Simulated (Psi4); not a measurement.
# HSe (SMILES [SeH]): levels of theory compared

We compute a comparison of 4 runs (U-wB97M-V/cc-pVTZ, U-wB97X/cc-pVTZ, UBHLYP/cc-pVTZ, UCAM-B3LYP/cc-pVTZ) of HSe. 

Program for the calculation: Psi4 1.11.

2 further runs of the same task are left out: 2 that didn't finish.

### Step 1. The structure to begin with

The species is HSe (2 atoms), meant as a doublet with charge 0. SMILES: `[SeH]`. The Se1–H2 distance was set to 1.692 Å, away from the relaxed value.

Bond lengths: Se1–H2 1.692 Å.

### Step 2. The energy at U-wB97M-V/cc-pVTZ (run 1)

Contents of run_ase.py:

```python
import numpy as np
from ase.calculators.psi4 import Psi4
from ase import Atoms

mol = Atoms(['Se', 'H'], positions=[
    [-0.812122, 0.293414, -0.410676],
    [0.624700, -0.225700, 0.315900],
])
calc = Psi4(atoms=mol, method='wb97m-v', basis='cc-pVTZ', memory='1600MB', num_threads=1, charge=0, multiplicity=2, label='psi4-calc', reference='uks')
calc.psi4.set_options({'puream': True, 'e_convergence': 1e-09, 'd_convergence': 1e-08, 'scf_type': 'pk', 'dft_radial_points': 99, 'dft_spherical_points': 590, 'maxiter': 100})
mol.calc = calc

print(f'energy: {mol.get_potential_energy():.6f} eV')
```

Run with:

```
python run_ase.py
```

psi4-calc.dat:

```text
[...]
  Running in c1 symmetry.
[...]
  Nuclear repulsion =   10.635469221243511
[...]
  Multiplicity = 2
[...]
  Nalpha       = 18
  Nbeta        = 17
[...]
    Number of basis functions: 57
[...]
   @UKS iter   1: -2401.49013802970012   -2.34751e+00   2.65711e-02 ADIIS/DIIS
[...]
   @UKS iter  11: -2402.00632341887831   -8.18545e-12   7.60974e-09 DIIS
[...]
   @S^2 Observed:                7.533010781E-01
[...]
  @UKS Final Energy: -2402.00632341887831
   => Energetics <=
    Nuclear Repulsion Energy =             10.6354692212435111
    One-Electron Energy =               -3364.6344987962461346
    Two-Electron Energy =                1021.5904304770637054
    DFT Exchange-Correlation Energy =     -69.7455847081238431
    Empirical Dispersion Energy =           0.0000000000000000
    VV10 Nonlocal Energy =                  0.1478603871840820
    Total Energy =                      -2402.0063234188783099
[...]
 Multipole Moments:
 ------------------------------------------------------------------------------------
     Multipole            Electronic (a.u.)      Nuclear  (a.u.)        Total (a.u.)
 ------------------------------------------------------------------------------------
 L = 1.  Multiply by 2.5417464519 to convert [e a0] to [Debye]
 Dipole X            :         -1.3828544            1.5316795            0.1488250
 Dipole Y            :          0.4996159           -0.5533854           -0.0537695
 Dipole Z            :         -0.6992855            0.7745438            0.0752582
 Magnitude           :                                                    0.1752251
[...]
```

The script printed:

```text
energy: -65361.921300 eV
```

It took 41 s on 1 thread of Intel Xeon Platinum 8223CL at 3.00GHz (Skylake/Cascade Lake), shared host; peak memory 1.5 GiB.

### Step 3. A single-point energy at U-wB97X/cc-pVTZ (run 2)

Contents of calc.py:

```python
import psi4

psi4.set_memory(1600000000)
psi4.set_num_threads(1)
psi4.core.set_output_file('run.log', False)

molecule = psi4.geometry("""
0 2
Se    -1.53468816     0.55447210    -0.77606517
H      1.18051191    -0.42651119     0.59696448
units au
symmetry c1
""")

options = {'basis': 'cc-pVTZ', 'reference': 'uks', 'puream': True, 'e_convergence': 1e-09, 'd_convergence': 1e-08, 'scf_type': 'pk', 'dft_radial_points': 99, 'dft_spherical_points': 590, 'maxiter': 100}
psi4.set_options(options)

e_tot, wfn = psi4.energy("WB97X", return_wfn=True)
psi4.oeprop(wfn, "LOWDIN_CHARGES", "DIPOLE", "MULLIKEN_CHARGES")
print(f'total energy {e_tot:.8f} hartree = {e_tot * 27.211386:.5f} eV')
```

Run with:

```
python calc.py
```

run.log:

```text
[...]
  Running in c1 symmetry.
[...]
  Nuclear repulsion =   10.635469221051620
[...]
  Multiplicity = 2
[...]
  Nalpha       = 18
  Nbeta        = 17
[...]
    Number of basis functions: 57
[...]
   @UKS iter   1: -2401.65802079719697   -2.33364e+00   2.67693e-02 ADIIS/DIIS
[...]
   @UKS iter  11: -2402.17712213248979   -1.27329e-11   9.67712e-09 DIIS
[...]
   @S^2 Observed:                7.534531638E-01
[...]
  @UKS Final Energy: -2402.17712213248979
   => Energetics <=
    Nuclear Repulsion Energy =             10.6354692210516202
    One-Electron Energy =               -3364.5138941712348242
    Two-Electron Energy =                1020.8433305322344040
    DFT Exchange-Correlation Energy =     -69.1420277145408306
    Empirical Dispersion Energy =           0.0000000000000000
    VV10 Nonlocal Energy =                  0.0000000000000000
    Total Energy =                      -2402.1771221324897851
[...]
 Multipole Moments:
 ------------------------------------------------------------------------------------
     Multipole            Electronic (a.u.)      Nuclear  (a.u.)        Total (a.u.)
 ------------------------------------------------------------------------------------
 L = 1.  Multiply by 2.5417464519 to convert [e a0] to [Debye]
 Dipole X            :         -0.0000000            0.0000000           -0.0000000
 Dipole Y            :          0.0000000            0.0000000            0.0000000
 Dipole Z            :         -1.6161376            1.8033844            0.1872469
 Magnitude           :                                                    0.1872469
[...]
```

On the terminal:

```text
total energy -2402.17712213 hartree = -65366.56891 eV
```

Run time: 31 s. Hardware: 1 thread of Intel Xeon Platinum 8223CL at 3.00GHz (Skylake/Cascade Lake), shared host; peak memory 1.2 GiB.

### Step 4. Energy and gradient at UBHLYP/cc-pVTZ (run 3)

Contents of calc.py:

```python
import psi4

psi4.set_memory('1600 MB')
psi4.set_num_threads(1)
psi4.core.set_output_file('psi4.out', False)

molecule = psi4.geometry("""
0 2
Se    -0.812122     0.293414    -0.410676
H      0.624700    -0.225700     0.315900
symmetry c1
no_reorient
no_com
""")

options = {'reference': 'uks', 'puream': True, 'e_convergence': 1e-09, 'd_convergence': 1e-08, 'scf_type': 'pk', 'dft_radial_points': 99, 'dft_spherical_points': 590, 'maxiter': 100}
psi4.set_options(options)

e_tot, wfn = psi4.gradient("bhhlyp/cc-pVTZ", return_wfn=True)
print('gradient / Eh bohr^-1')
print(e_tot.np.round(6))
print(f'energy = {wfn.energy():.10f} Eh')
```

Run with:

```
python calc.py
```

psi4.out:

```text
[...]
  Running in c1 symmetry.
[...]
  Nuclear repulsion =   10.635469221243511
[...]
  Multiplicity = 2
[...]
  Nalpha       = 18
  Nbeta        = 17
[...]
    Number of basis functions: 57
[...]
   @UKS iter   1: -2401.62775768540632   -2.42406e+00   2.62793e-02 DIIS/ADIIS
[...]
   @UKS iter  12: -2402.13485106368034   -1.36424e-12   1.41684e-09 DIIS
[...]
   @S^2 Observed:                7.550298286E-01
[...]
  @UKS Final Energy: -2402.13485106368034
   => Energetics <=
    Nuclear Repulsion Energy =             10.6354692212435111
    One-Electron Energy =               -3365.0631211147956492
    Two-Electron Energy =                 996.8737660102841573
    DFT Exchange-Correlation Energy =     -44.5809651804124911
    Empirical Dispersion Energy =           0.0000000000000000
    VV10 Nonlocal Energy =                  0.0000000000000000
    Total Energy =                      -2402.1348510636803439
[...]
  -Total Gradient:
     Atom            X                  Y                   Z
    ------   -----------------  -----------------  -----------------
       1       -0.051194012612     0.018496047994    -0.025887925447
       2        0.051194092349    -0.018496076797     0.025887965832
[...]
```

Standard output:

```text
gradient / Eh bohr^-1
[[-0.051194  0.018496 -0.025888]
 [ 0.051194 -0.018496  0.025888]]
energy = -2402.1348510637 Eh
```

Wall time 46 s (1 thread of Intel Xeon Platinum 8223CL at 3.00GHz (Skylake/Cascade Lake), shared host); peak memory 1.2 GiB.

### Step 5. A single-point energy at UCAM-B3LYP/cc-pVTZ (run 4)

Contents of job.dat:

```
memory 1600 MB

molecule {
  0 2
  Se
  H 1 r2

  r2 = 1.6917
  units angstrom
  symmetry c1
  no_reorient
  no_com
}

set globals {
  basis cc-pVTZ
  reference uks
  puream true
  e_convergence 1e-09
  d_convergence 1e-08
  scf_type pk
  dft_radial_points 99
  dft_spherical_points 590
  maxiter 100
}

energy("cam-b3lyp")
print_variables()
```

Run with:

```
psi4 -n 1 job.dat job.out
```

job.out:

```text
[...]
  Running in c1 symmetry.
[...]
  Nuclear repulsion =   10.635470333262401
[...]
  Multiplicity = 2
[...]
  Nalpha       = 18
  Nbeta        = 17
[...]
    Number of basis functions: 57
[...]
   @UKS iter   1: -2401.72890555116828   -2.24805e+00   2.72711e-02 ADIIS/DIIS
[...]
   @UKS iter  12: -2402.27006111495120    0.00000e+00   1.32674e-09 DIIS
[...]
   @S^2 Observed:                7.536184824E-01
[...]
  @UKS Final Energy: -2402.27006111495120
   => Energetics <=
    Nuclear Repulsion Energy =             10.6354703332624005
    One-Electron Energy =               -3364.5006145902571006
    Two-Electron Energy =                1019.9925867897986791
    DFT Exchange-Correlation Energy =     -68.3975036477553857
    Empirical Dispersion Energy =           0.0000000000000000
    VV10 Nonlocal Energy =                  0.0000000000000000
    Total Energy =                      -2402.2700611149516590
[...]
 Multipole Moments:
 ------------------------------------------------------------------------------------
     Multipole            Electronic (a.u.)      Nuclear  (a.u.)        Total (a.u.)
 ------------------------------------------------------------------------------------
 L = 1.  Multiply by 2.5417464519 to convert [e a0] to [Debye]
 Dipole X            :         -0.0000000            0.0000000           -0.0000000
 Dipole Y            :         -0.0000000            0.0000000           -0.0000000
 Dipole Z            :         -1.6165301            1.8033843            0.1868542
 Magnitude           :                                                    0.1868542
[...]
```

It took 33 s on 1 thread of Intel Xeon Platinum 8223CL at 3.00GHz (Skylake/Cascade Lake), shared host; peak memory 1.2 GiB.

### Step 6. Overview of the runs

```csv
run,level,task,energy (Eh),dipole moment (D),HOMO energy (eV),LUMO energy (eV),wall time
1,U-wB97M-V/cc-pVTZ,energy,-2402.006323,0.45,-9.17,-2.29,41 s
2,U-wB97X/cc-pVTZ,energy,-2402.177122,0.48,-9.32,-2.51,31 s
3,UBHLYP/cc-pVTZ,gradient,-2402.134851,0.47,-8.03,-3.36,46 s
4,UCAM-B3LYP/cc-pVTZ,energy,-2402.270061,0.47,-8.33,-3.33,33 s
```

### Step 7. Outcome

```
                                 quantity           value
                      run 4: total energy  -2402.27006 Eh
                     run 4: dipole moment          0.47 D
run 4: HOMO energy (highest over α and β)        -8.33 eV
 run 4: LUMO energy (lowest over α and β)        -3.33 eV
                              run 4: ⟨S²⟩           0.754
```

What this shows: The dipole moment (its size) runs from 0.45 D (U-wB97M-V/cc-pVTZ) to 0.48 D (U-wB97X/cc-pVTZ). Totals of different functionals can't be ranked against each other. All runs together took 2.5 min, the longest 46 s.
